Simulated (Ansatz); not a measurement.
Crystal: NbTe.

```
Te Nb
1.0
     3.70297    0.00000    0.00000
    -1.85149    3.20687    0.00000
     0.00000    0.00000    3.69421
Te Nb
1 1
Direct
  0.66667 0.33333 0.00000
  0.00000 0.00000 0.50000
```

The cell comes from a database or a generator and needn't be the stable form of this composition.

Base run:

```yaml
Program: Ansatz 0.2.0
Functional: PBEsol
Potentials_or_basis: all-electron LAPW, scalar-relativistic
Cutoff: 233 eV
Density_cutoff: 934 eV
Basis_error_allowed: 0.001 eV/atom
k_mesh: 8 × 8 × 7
Occupations: fermi-dirac, width 0.05 eV
Spin: no spin polarisation
```

Its results: pressure -5.2 GPa.

**Question.** The run is repeated on the same cell with these changes: functional from PBEsol to PBE. What comes out?

**Answer.** Pressure -0.6 GPa.

PBE binds less tightly than PBEsol, so the same cell stands under more pressure.

Not every run made on this cell is shown here.
